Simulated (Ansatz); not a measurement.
NaLaMnMoO6:

```
Na La Mn Mo O
1.0
     5.43212   -0.01130   -0.00034
     2.44365    4.93484   -0.01855
     0.10940    2.68471    5.04562
Na La Mn Mo O
1 1 1 1 6
Direct
  0.69740 0.05972 0.73638
  0.41072 0.51412 0.00994
  0.92147 0.57866 0.41655
  0.21633 0.97870 0.33337
  0.56869 0.61375 0.56391
  0.40995 0.05114 0.05764
  0.31236 0.21070 0.45135
  0.04288 0.86047 0.12140
  0.05836 0.76646 0.60633
  0.86183 0.36628 0.20313
```

The cell was built by a generator and needn't be a form met in nature.

```yaml
Program: Ansatz 0.2.0
Task: single point
Functional: PBE
Potentials_or_basis: Ansatz PAW
Cutoff: "420 eV (not typed: the program's choice for these potentials)"
k_mesh: 6 × 6 × 5
Occupations: fermi-dirac, width 0.05 eV
Spin: collinear spin, ferromagnetic start
Starting_moments: "[0.0, 0.0, 4.0, 1.0, 0.0, 0.0, 0.0, 0.0, 0.0, 0.0] μB"
```

On this cell: pressure 0.0 GPa; largest force 0.019 eV/Å; net moment 5.00 μB per cell; site moments Na +0.00; La +0.02; Mn +3.79; Mo +0.15; O +0.01, +0.04, +0.06, +0.03, +0.02 μB; band gap on the k mesh 0.17 eV, indirect (least direct gap 0.33 eV).

The same run follows on a disturbed copy (atoms moved at random, drawn with an rms of 0.05 Å):

```
CELL_PARAMETERS angstrom
5.43212 -0.01130 -0.00034
2.44365 4.93484 -0.01855
0.10940 2.68471 5.04562
ATOMIC_POSITIONS crystal
Na 0.69508 0.06967 0.72979
La 0.40616 0.50874 0.01387
Mn 0.91467 0.58174 0.41297
Mo 0.22067 0.97497 0.33907
O 0.57021 0.61374 0.56173
O 0.40787 0.04807 0.06173
O 0.31034 0.20723 0.45297
O 0.03451 0.86608 0.11403
O 0.06037 0.76641 0.60945
O 0.86809 0.36964 0.20317
```

Question: What does the disturbed cell give?

Answer: The energy moves by +6.5 meV/atom; pressure 0.5 GPa; largest force 0.884 eV/Å; net moment 4.99 μB per cell; site moments Na +0.00; La +0.02; Mn +3.74; Mo +0.15; O +0.02, +0.04, +0.06, +0.03 μB; band gap on the k mesh 0.18 eV, indirect (least direct gap 0.32 eV).

Forces on the atoms (eV/Å):
```
Na   0.004 -0.069  0.117
La   0.274  0.197  0.028
Mn   0.345  0.060 -0.200
Mo  -0.742  0.010 -0.480
O   -0.077 -0.141  0.321
O    0.228 -0.087 -0.304
O    0.470  0.223  0.280
O    0.218  0.044  0.517
O   -0.169 -0.175 -0.112
O   -0.551 -0.063 -0.168
```

Stress tensor (GPa, compression positive):
```
 0.59 -0.06 -0.48
-0.06  0.21 -0.38
-0.48 -0.38  0.63
```

Caveats: odd divisions of the mesh miss points on the zone boundary, where band edges often lie, so the gap on the mesh can be too wide; spin-orbit coupling is left out, which moves the levels of the heavy elements; a cell with one magnetic atom can't hold antiferromagnetic order, which such compounds often take.

A k mesh can miss the band edges.
